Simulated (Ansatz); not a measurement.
# AlC6: one candidate of a structure search, part 2 of 2

The task: take a trial cell of AlC6 to zero force and stress.

Ansatz 0.2.0; DFT PBE, scalar-relativistic, plane waves, PAW.

## Step 4: Relaxation on the finer mesh

The end of the coarse run is made exact in the group found at a tolerance of 0.06 Å and reduced to its primitive cell.

The input, input.yaml:

```yaml
crystal:
  lattice:
    - [3.8996708, 0.0, 0.0]
    - [0.0, 3.8996708, 0.0]
    - [0.0, 0.0, 3.8996708]
  atoms:
    - { symbol: Al, position: [0.0, 0.0, 0.0] }
    - { symbol: C, position: [0.1729341441, 0.5, 0.5] }
    - { symbol: C, position: [0.5, 0.1729341441, 0.5] }
    - { symbol: C, position: [0.8270658559, 0.5, 0.5] }
    - { symbol: C, position: [0.5, 0.8270658559, 0.5] }
    - { symbol: C, position: [0.5, 0.5, 0.1729341441] }
    - { symbol: C, position: [0.5, 0.5, 0.8270658559] }
basis:
  ecutwfc: 420
kpoints:
  mp_grid: { grid: [10, 10, 10] }
hamiltonian:
  xc: pbe
scf:
  occupations: { method: gaussian, width: 0.1 }
output:
  forces: true
  stress: true
  eigenvalues: true
  write_density: true
  write_potential: true
  elf: true
  volumetric_format: npy
relax:
  adjacent_minimum: "off"
  f_tol: 0.01
  max_steps: 80
  cell: { stress_tol: 0.05 }
```

Started as:

```console
> ansatz run input.yaml --threads 1 --pin off --max-ram 2048MiB --backend cpu --events-out ev --progress --plain --runs-dir out
```

The program printed:

```text
Warning: RAYON_NUM_THREADS=1 ignored (pool sized by the plan → 1); use --threads N
Engine: ansatz 0.2.0, x86_64-unknown-linux-gnu
Pseudopotentials: kind: paw
Pseudopotential: Al, paw, valence charge 3, recommended cutoff 420 eV (normal), Al.paw.azcp
Pseudopotential: C, paw, valence charge 4, recommended cutoff 420 eV (normal), C.paw.azcp
Functional definition: PBE
  parameter kappa = 0.804
  parameter beta = 0.06672455060314922
  exchange = pbe_x(kappa = kappa, mu = beta*pi^2/3)
  correlation = pbe_c(beta = beta)
Crystal: 7 atoms, lattice volume = 59.304 Å³
Basis set: ecut = 420 eV, 1189 PW (Γ), exchange–correlation on 54×54×54 points (8 copies of the dense FFT grid, shifted against one another)
Bands: 21, of which v1, the nominal top of the filled ones, is band 14 counted from 1 (13 counted from 0)
Symmetry: 48 space group operations
Space group: Pm-3m (ITA 221), of the structure as read, at distance tolerance 3.9e-5 Å
k-points: 56 of 1000
Non-local potential: Al, projectors of the file, l = 0: 2, l = 1: 2, l = 2: 1
Non-local potential: C, projectors of the file, l = 0: 2, l = 1: 2, l = 2: 1
PAW form: soft (Blöchl's): semilocal exchange-correlation on the pseudo side does not see the compensation charge
PAW one-centre angular grid: Al, 110 points (default); XC on 64 Gauss nodes
PAW one-centre angular grid: C, 110 points (default); XC on 64 Gauss nodes
Initial density: superposition of atomic densities (neutral atoms: chi_scale 0, normalization atom), corrected by the library's trained network
Initial wavefunctions: pseudopotential atomic-orbital guess
Functional: x = pbe(κ = 0.804, μ = 0.2195149727645171), c = pbe(β = 0.06672455060314922)
SCF iter   1: F=—  HF=-2026.005373 eV  |F-HF|=—  |Δ(HF+E_count)|=         —  Δρ=1.26e-2  dr2=1.64e-1  ethr=1.77e-3  ⟨swp⟩=5.6  Hψ=5838  notcnv=0
preconditioner: auto → Kerker (q_TF=auto, 2.393 Å⁻¹)  [metal: Δε(μ)=0.021 eV  Ē_g=12.376 eV  σ=0.100 eV  W_gap=0.11  n_scr=18 (ndim 8)  ℏωp=25.1 eV  f_vac=0.000  D(μ)=1.95/eV (n_scr^D=18)]
SCF iter   2: F=—  HF=-2025.971924 eV  |F-HF|=—  |Δ(HF+E_count)|=   3.34e-2  Δρ=7.09e-3  dr2=5.70e-2  ethr=6.07e-4  ⟨swp⟩=1.0  Hψ=1624  notcnv=0  defer=1
SCF iter   3: F=—  HF=-2025.952946 eV  |F-HF|=—  |Δ(HF+E_count)|=   1.90e-2  Δρ=1.23e-3  dr2=6.44e-4  ethr=2.11e-4  ⟨swp⟩=2.0  Hψ=2054  notcnv=0  defer=1
SCF iter   4: F=—  HF=-2025.953099 eV  |F-HF|=—  |Δ(HF+E_count)|=   1.53e-4  Δρ=2.44e-4  dr2=5.05e-5  ethr=2.38e-6  ⟨swp⟩=2.0  Hψ=1707  notcnv=0  defer=11
SCF iter   5: F=—  HF=-2025.953034 eV  |F-HF|=—  |Δ(HF+E_count)|=   6.49e-5  Δρ=5.00e-5  dr2=1.60e-6  ethr=1.87e-7  ⟨swp⟩=2.6  Hψ=1830  notcnv=0  defer=52
SCF iter   6: F=-2025.953035 eV  HF=-2025.953035 eV  |F-HF|=1.71e-8  |Δ(HF+E_count)|=   4.66e-7  Δρ=8.03e-6  dr2=3.07e-8  ethr=3.70e-10  ⟨swp⟩=13.1  Hψ=8949  notcnv=0
SCF 1 converged in 6 iterations: F = -2025.953035 eV  dr2 = 3.07e-8
relax step   1: F+E_penalty+E_count = -2025.95303461 eV  Δ(F+E_penalty+E_count) = +0.000e0 eV  max|allowed force component| = 5.670e-1 eV/Å  Δτ_max = 0.0000 Å  P = -0.359 GPa  Ω = 59.304 Å³  (6 SCF iters, dr2 threshold 1.00e-7 eV, accepted)
Crystal: 7 atoms, lattice volume = 59.222 Å³
Initial density: handed on by an earlier stage of this run
Initial wavefunctions: those handed on with the density
iter 1 solved again at ethr=3.08e-6 eV; its pass at ethr=3.10e-3 eV (dr2=8.31e-4 eV) is discarded
SCF iter   1: F=—  HF=-2025.961556 eV  |F-HF|=—  |Δ(HF+E_count)|=         —  Δρ=1.34e-3  dr2=8.67e-4  ethr=3.08e-6  ⟨swp⟩=2.0  Hψ=6382  notcnv=0
preconditioner: auto → Kerker (q_TF=auto, 2.394 Å⁻¹)  [metal: Δε(μ)=0.042 eV  Ē_g=12.352 eV  σ=0.100 eV  W_gap=0.23  n_scr=18 (ndim 8)  ℏωp=25.1 eV  f_vac=0.000  D(μ)=1.80/eV (n_scr^D=18)]
SCF iter   2: F=—  HF=-2025.961294 eV  |F-HF|=—  |Δ(HF+E_count)|=   2.62e-4  Δρ=7.02e-4  dr2=2.42e-4  ethr=3.08e-6  ⟨swp⟩=1.5  Hψ=1436  notcnv=0
SCF iter   3: F=—  HF=-2025.961125 eV  |F-HF|=—  |Δ(HF+E_count)|=   1.69e-4  Δρ=5.54e-5  dr2=1.27e-6  ethr=8.95e-7  ⟨swp⟩=2.2  Hψ=1896  notcnv=0
SCF iter   4: F=-2025.961125 eV  HF=-2025.961125 eV  |F-HF|=7.78e-8  |Δ(HF+E_count)|=   2.13e-8  Δρ=1.21e-5  dr2=1.47e-7  ethr=2.59e-9  ⟨swp⟩=10.9  Hψ=8561  notcnv=0
SCF 2 converged in 4 iterations: F = -2025.961125 eV  dr2 = 1.47e-7
relax step   2: F+E_penalty+E_count = -2025.96112469 eV  Δ(F+E_penalty+E_count) = -8.090e-3 eV  max|allowed force component| = 3.683e-1 eV/Å  Δτ_max = 0.0027 Å  P = -0.704 GPa  Ω = 59.222 Å³  energy of the carried Pulay correction = +2.842e-4 eV  (4 SCF iters, dr2 threshold 7.00e-7 eV, accepted)
Crystal: 7 atoms, lattice volume = 58.508 Å³
iter 1 solved again at ethr=1.20e-5 eV; its pass at ethr=3.10e-3 eV (dr2=3.25e-3 eV) is discarded
SCF iter   1: F=—  HF=-2025.973793 eV  |F-HF|=—  |Δ(HF+E_count)|=         —  Δρ=2.68e-3  dr2=3.28e-3  ethr=1.20e-5  ⟨swp⟩=2.3  Hψ=7083  notcnv=0
preconditioner: auto → Kerker (q_TF=auto, 2.398 Å⁻¹)  [metal: Δε(μ)=0.043 eV  Ē_g=12.517 eV  σ=0.100 eV  W_gap=0.24  n_scr=18 (ndim 8)  ℏωp=25.2 eV  f_vac=0.000  D(μ)=2.03/eV (n_scr^D=18)]
SCF iter   2: F=—  HF=-2025.972993 eV  |F-HF|=—  |Δ(HF+E_count)|=   8.00e-4  Δρ=1.45e-3  dr2=1.00e-3  ethr=1.20e-5  ⟨swp⟩=1.0  Hψ=1176  notcnv=0
SCF iter   3: F=—  HF=-2025.972648 eV  |F-HF|=—  |Δ(HF+E_count)|=   3.45e-4  Δρ=1.09e-4  dr2=2.82e-6  ethr=3.72e-6  ⟨swp⟩=2.0  Hψ=1756  notcnv=0
SCF iter   4: F=—  HF=-2025.972594 eV  |F-HF|=—  |Δ(HF+E_count)|=   5.35e-5  Δρ=2.28e-5  dr2=2.56e-7  ethr=2.59e-9  ⟨swp⟩=11.6  Hψ=9162  notcnv=0
SCF iter   5: F=-2025.972594 eV  HF=-2025.972594 eV  |F-HF|=3.62e-10  |Δ(HF+E_count)|=   7.73e-9  Δρ=2.85e-6  dr2=4.17e-9  ethr=9.47e-10  ⟨swp⟩=6.5  Hψ=6867  notcnv=0
SCF 3 converged in 5 iterations: F = -2025.972594 eV  dr2 = 4.17e-9
relax step   3: F+E_penalty+E_count = -2025.97259403 eV  Δ(F+E_penalty+E_count) = -1.147e-2 eV  max|allowed force component| = 5.630e-2 eV/Å  Δτ_max = 0.0066 Å  P = +0.423 GPa  Ω = 58.508 Å³  energy of the carried Pulay correction = +2.782e-3 eV  (5 SCF iters, dr2 threshold 7.00e-7 eV, accepted)
Crystal: 7 atoms, lattice volume = 58.625 Å³
iter 1 solved again at ethr=9.07e-7 eV; its pass at ethr=3.10e-3 eV (dr2=2.45e-4 eV) is discarded
SCF iter   1: F=—  HF=-2025.972496 eV  |F-HF|=—  |Δ(HF+E_count)|=         —  Δρ=6.37e-4  dr2=2.39e-4  ethr=9.07e-7  ⟨swp⟩=1.7  Hψ=6303  notcnv=0
preconditioner: auto → Kerker (q_TF=auto, 2.398 Å⁻¹)  [metal: Δε(μ)=0.043 eV  Ē_g=12.501 eV  σ=0.100 eV  W_gap=0.24  n_scr=18 (ndim 8)  ℏωp=25.2 eV  f_vac=0.000  D(μ)=2.02/eV (n_scr^D=18)]
SCF iter   2: F=—  HF=-2025.972369 eV  |F-HF|=—  |Δ(HF+E_count)|=   1.27e-4  Δρ=3.28e-4  dr2=6.61e-5  ethr=8.86e-7  ⟨swp⟩=1.5  Hψ=1393  notcnv=0
SCF iter   3: F=-2025.972343 eV  HF=-2025.972343 eV  |F-HF|=3.14e-8  |Δ(HF+E_count)|=   2.60e-5  Δρ=3.24e-5  dr2=4.12e-7  ethr=1.66e-9  ⟨swp⟩=9.4  Hψ=9471  notcnv=0
SCF 4 converged in 3 iterations: F = -2025.972343 eV  dr2 = 4.12e-7
relax step   4: F+E_penalty+E_count = -2025.97234301 eV  Δ(F+E_penalty+E_count) = +2.510e-4 eV  max|allowed force component| = 1.845e-2 eV/Å  Δτ_max = 0.0006 Å  P = -0.174 GPa  Ω = 58.625 Å³  energy of the carried Pulay correction = +2.372e-3 eV  (3 SCF iters, dr2 threshold 4.48e-7 eV, accepted)
Crystal: 7 atoms, lattice volume = 58.587 Å³
iter 1 solved again at ethr=6.48e-8 eV; its pass at ethr=3.10e-3 eV (dr2=1.75e-5 eV) is discarded
SCF iter   1: F=—  HF=-2025.972566 eV  |F-HF|=—  |Δ(HF+E_count)|=         —  Δρ=1.78e-4  dr2=1.70e-5  ethr=6.48e-8  ⟨swp⟩=1.6  Hψ=6325  notcnv=0
preconditioner: auto → Kerker (q_TF=auto, 2.398 Å⁻¹)  [metal: Δε(μ)=0.042 eV  Ē_g=12.509 eV  σ=0.100 eV  W_gap=0.23  n_scr=18 (ndim 8)  ℏωp=25.2 eV  f_vac=0.000  D(μ)=2.03/eV (n_scr^D=18)]
SCF iter   2: F=—  HF=-2025.972504 eV  |F-HF|=—  |Δ(HF+E_count)|=   6.24e-5  Δρ=8.98e-5  dr2=4.43e-6  ethr=6.30e-8  ⟨swp⟩=1.5  Hψ=1423  notcnv=0
SCF iter   3: F=-2025.972502 eV  HF=-2025.972502 eV  |F-HF|=3.67e-9  |Δ(HF+E_count)|=   1.67e-6  Δρ=5.91e-6  dr2=8.81e-9  ethr=2.79e-10  ⟨swp⟩=7.4  Hψ=7382  notcnv=0
SCF 5 converged in 3 iterations: F = -2025.972502 eV  dr2 = 8.81e-9
relax step   5: F+E_penalty+E_count = -2025.97250243 eV  Δ(F+E_penalty+E_count) = -1.594e-4 eV  max|allowed force component| = 1.779e-4 eV/Å  Δτ_max = 0.0001 Å  P = -0.002 GPa  Ω = 58.587 Å³  energy of the carried Pulay correction = +2.503e-3 eV  (3 SCF iters, dr2 threshold 7.53e-8 eV, accepted)
Initial wavefunctions: pseudopotential atomic-orbital guess (no wavefunctions were taken with the density)
iter 1 solved again at ethr=8.60e-8 eV; its pass at ethr=3.10e-3 eV (dr2=2.32e-5 eV) is discarded
SCF iter   1: F=—  HF=-2025.970147 eV  |F-HF|=—  |Δ(HF+E_count)|=         —  Δρ=7.23e-5  dr2=4.96e-7  ethr=8.60e-8  ⟨swp⟩=3.8  Hψ=8854  notcnv=0
SCF iter   2: F=—  HF=-2025.970092 eV  |F-HF|=—  |Δ(HF+E_count)|=   5.57e-5  Δρ=3.84e-5  dr2=1.26e-7  ethr=1.84e-9  ⟨swp⟩=2.6  Hψ=1885  notcnv=0
SCF iter   3: F=—  HF=-2025.970092 eV  |F-HF|=—  |Δ(HF+E_count)|=   2.72e-7  Δρ=2.54e-6  dr2=1.27e-9  ethr=4.69e-10  ⟨swp⟩=2.1  Hψ=1913  notcnv=0
SCF iter   4: F=-2025.970092 eV  HF=-2025.970092 eV  |F-HF|=3.07e-11  |Δ(HF+E_count)|=   1.03e-9  Δρ=1.86e-7  dr2=4.69e-11  ethr=1.00e-12  ⟨swp⟩=7.3  Hψ=5708  notcnv=0
SCF 6 converged in 4 iterations: F = -2025.970092 eV  dr2 = 4.69e-11
relax step   6: F+E_penalty+E_count = -2025.97009202 eV  Δ(F+E_penalty+E_count) = +2.410e-3 eV  max|allowed force component| = 7.162e-4 eV/Å  Δτ_max = 0.0000 Å  P = -0.047 GPa  Ω = 58.587 Å³  stress off target by 4.71e-2 GPa  SCF on the basis re-selected at this cell (its energy is not comparable with the rows above)  (4 SCF iters)
basis re-selected at this cell: Δ(F+E_penalty+E_count) = +2.410e-3 eV, ΔP = -0.045 GPa vs the last step (what re-selecting the basis moved, of the pressure what is left beyond the Pulay correction that the steps carried, after the strain that the cell walked since its last selection, with what the two solves' SCF thresholds leave and, on support functions, any second-order correction that the steps lacked; it is no measure of the basis error at this ecutwfc). This SCF's stress stands 4.71e-2 GPa from its target on what of the cell is left free (relax.cell.stress_tol is 5.00e-2 GPa) and its largest allowed force component is 7.16e-4 eV/Å (relax.f_tol is 1.00e-2 eV/Å): within both
SCF converged after 4 iterations
Free energy (F): -2025.970092 eV
Harris-Foulkes:  -2025.970092 eV  (|F-HF|=3.07e-11)
Internal energy: -2025.959930 eV  (E = F + TS)
E sigma→0 (E₀):  -2025.965011 eV
Entropy (-TS):   -0.010162 eV (-1.452 meV/atom)
Fermi energy:    11.147478 eV
--- Per-component energies (eV) ---
  E_band       = 38.435739
  E_kinetic    = 555.337884
  E_local      = -769.665969  (includes V_loc(G=0)·N_el)
  E_nonlocal   = 170.966843
  E_hartree    = 251.682254
  E_xc         = -323.409932
  E_vxc        = -380.459083  (∫ρ·V_xc dr)
  E_paw        = -1060.532650  (= ΣΔE_a)
  E_vpaw       = -41.108298  (= ΣTr[D̂ρ^β])
  E_aug_tail   = 0.000043  (compensation charges beyond the density's cutoff)
  E_ewald      = -850.338403
  E_smearing   = -0.010162  (= −TS)
  E_closure    = -0.000000  (closes the sum)
  Σ components = -2025.970092   (vs F -2025.970092, Δ=0.00e0)
--- Forces (eV/Å), atoms counted from 1 ---
  atom   1  Al    -0.00000000     0.00000000     0.00000000
  atom   2  C     -0.00071624     0.00000000    -0.00000000
  atom   3  C     -0.00000000    -0.00071624    -0.00000000
  atom   4  C      0.00071624    -0.00000000     0.00000000
  atom   5  C      0.00000000     0.00071624    -0.00000000
  atom   6  C     -0.00000000     0.00000000    -0.00071624
  atom   7  C      0.00000000     0.00000000     0.00071624
  max |Σ_I F_I| component: 9.25e-17 eV/Å
--- Stress (GPa, compression-positive) ---
       -0.047132       0.000000      -0.000000
        0.000000      -0.047132       0.000000
       -0.000000       0.000000      -0.047132
  P = ⅓ Tr σ = -0.0471 GPa (-0.471 kbar)
--- Band table (eV; the first three rows and the last of 56) ---
  k-point 0: bands = ["-10.9761", "-3.7250", "-3.7250", "-2.3746", "-1.8906", "-1.8906", "-1.8906", "6.9687", "6.9687", "6.9687", "7.5186", "7.7533", "7.7533", "7.7533", "10.7399", "10.7399", "10.7399", "14.3055", "14.3055", "17.6116", "17.6116"]
  k-point 1: bands = ["-10.9297", "-4.1459", "-3.7154", "-2.6473", "-1.8414", "-1.8414", "-1.1273", "6.1764", "6.1764", "6.9815", "7.4177", "7.6346", "8.3470", "8.3470", "10.8836", "11.1140", "11.1140", "14.3022", "14.4918", "16.9695", "17.3918"]
  k-point 2: bands = ["-10.7997", "-4.9681", "-3.6906", "-2.7150", "-1.7040", "-1.7040", "-0.0581", "5.1310", "5.1310", "7.0151", "7.2228", "7.3485", "8.8589", "8.8589", "11.2300", "12.1625", "12.1625", "14.1762", "14.9460", "15.8773", "16.8864"]
  k-point 55: bands = ["-9.0715", "-5.8303", "-5.8303", "-5.8303", "0.9951", "0.9951", "0.9951", "3.2418", "3.2418", "3.2418", "7.1872", "11.7801", "11.7801", "11.7801", "12.0344", "12.0344", "14.9974", "14.9974", "14.9974", "15.1527", "15.1527"]
--- Relaxed structure (5 steps of the walk, 5 accepted, 1 SCFs on fresh bases) ---
  F+E_penalty+E_count = -2025.97009202 eV   max|allowed force component| = 7.162e-4 eV/Å   (the final SCF, on the basis selected at the relaxed cell)
  cell:  # Å, volume = 58.5874 Å³
    - [3.8839004941489943, 1.0612676464383831e-33, 5.296307347064899e-34]
    - [1.093366478844837e-33, 3.8839004941489943, 0.0]
    - [5.135813185032629e-34, 0.0, 3.8839004941489943]
  atoms:
    - { symbol: Al, position: [2.3433453546402906e-19, 1.3901201256340704e-19, 3.971771787525901e-20] }
    - { symbol: C, position: [0.1754397870306321, 0.5, 0.5] }
    - { symbol: C, position: [0.5, 0.1754397870306321, 0.5] }
    - { symbol: C, position: [0.824560212969368, 0.5, 0.5] }
    - { symbol: C, position: [0.5, 0.824560212969368, 0.5] }
    - { symbol: C, position: [0.5, 0.5, 0.1754397870306321] }
    - { symbol: C, position: [0.5, 0.5, 0.824560212969368] }
```

Wall time 27 s (1 thread of Intel Xeon Platinum 8259CL at 2.50GHz (Skylake/Cascade Lake), shared host); peak memory 0.43 GiB.

The steps of the relaxation:

| step | energy from step 1 (eV/cell) | largest force component (eV/Å) | pressure (GPa) | volume (Å³) |
| --- | --- | --- | --- | --- |
| 1 | 0.0000 | 0.5670 | -0.36 | 59.30 |
| 2 | -0.0081 | 0.3683 | -0.70 | 59.22 |
| 3 | -0.0196 | 0.0563 | 0.42 | 58.51 |
| 4 | -0.0193 | 0.0185 | -0.17 | 58.62 |
| 5 | -0.0195 | 0.0002 | 0.00 | 58.59 |
| 6 | -0.0171 | 0.0007 | -0.05 | 58.59 |

Step 1 is the start. Step 6 repeats the geometry before it on a plane-wave basis chosen anew for that cell, so its energy need not be comparable with the rows above.

|  | before | after | change |
| --- | --- | --- | --- |
| a (Å) | 3.900 | 3.884 | -0.4 % |
| b (Å) | 3.900 | 3.884 | -0.4 % |
| c (Å) | 3.900 | 3.884 | -0.4 % |
| volume (Å³/atom) | 8.47 | 8.37 | -1.2 % |
| shortest distance (Å) | 1.349 | 1.363 | +1.0 % |
| space group (0.01 Å) | Pm-3m | Pm-3m | same |

Forces and stress were held to the start's 48 operations: a distortion of lower symmetry was not tested.

Density in a lattice plane of the grid's cell (edges 3.88 and 3.88 Å, at 0.500 of the third edge), which holds C.

Ten even steps from '0' (0.06 e/Å³) to '9' (2.09 e/Å³):
```
000000113579997531100000
000000123579997532100000
000000124678887642100000
000001124677777642110000
111111234567776543211111
222223334455555443332222
334445444433433444454443
666777654322222345677766
889887764321112346778898
999987764321112346778999
889887764321112346778898
666777654322222345677766
334445444433433444454443
222223334455555443332222
111111234567776543211111
000001124677777642110000
000000124678887642100000
000000123579997532100000
000000113579997531100000
000000113579997531100000
```
Columns run along the first of these edges and rows up along the second, over one cell in 24 and 20 even steps from the bottom left corner. Atoms in the plane (fractional): C at (0.18, 0.50), C at (0.82, 0.50), C at (0.50, 0.18), C at (0.50, 0.82).

ELF in the same plane.

Ten even steps from ' ' (0.02) to '@' (0.87):
```
        ..::==**%%%%@@@@@@@@@@%%%%**==::..      
        ..::==**####**==--==**####**==::..      
........::--++####**--..  ..--**####++--::......
::::::::--==++####**--      --**####++==--::::::
======++++++**##%%##++--..--++##%%##**++++++====
############%%%%%%%%##**++**##%%%%%%%%##########
%%%%%%####%%%%%%####**++++++**####%%%%%%####%%%%
@@@@##**++++######++==--::--==++######++++**##@@
@@@@**--....--++++==::..  ..::==++++--....--**@@
@@@@++..    ..==++--::      ::--++==..    ..++@@
@@@@**--....--++++==::..  ..::==++++--....--**@@
@@@@##**++++######++==--::--==++######++++**##@@
%%%%%%####%%%%%%####**++++++**####%%%%%%####%%%%
############%%%%%%%%##**++**##%%%%%%%%##########
======++++++**##%%##++--..--++##%%##**++++++====
::::::::--==++####**--      --**####++==--::::::
........::--++####**--..  ..--**####++--::......
        ..::==**####**==--==**####**==::..      
        ..::==**%%%%@@@@@@@@@@%%%%**==::..      
        ..::==**%%@@@@@@@@@@@@@@%%**==::..      
```
Columns run along the first of these edges and rows up along the second, over one cell in 24 and 20 even steps from the bottom left corner. Atoms in the plane (fractional): C at (0.18, 0.50), C at (0.82, 0.50), C at (0.50, 0.18), C at (0.50, 0.82).

Both are smooth fields of the valence electrons: close to the nuclei they are not physical.

The highest ELF values outside the cores: 0.87 on the C–C line, 0.7 Å from C; 0.77 in the shell around Al, 0.9 Å from Al; 0.77 beside Al, off the lines to its neighbours, 1.0 Å from Al.

## Step 5: Results

What follows sums up all 2 parts. Changes of volume or cell count from the first structure of part 1.

```
                              quantity                                                                      value
symmetry at the end (tolerance 0.05 Å)                                                space group Pm-3m (No. 221)
                     conventional cell  a = 3.884 Å, b = 3.884 Å, c = 3.884 Å, α = 90.00°, β = 90.00°, γ = 90.00°
                                volume                                                               8.37 Å³/atom
              energy over the elements                                                              +2.46 eV/atom
                       gap on the mesh                                                               none (metal)
```

In words: The space group Pm-3m (No. 221) is kept, and the volume per atom shrinks by 44.7 % from the first guess. The formation energy is positive, so the separate elements lie lower. No finished test with a distortion of lower symmetry is shown, so the end may be a saddle point.
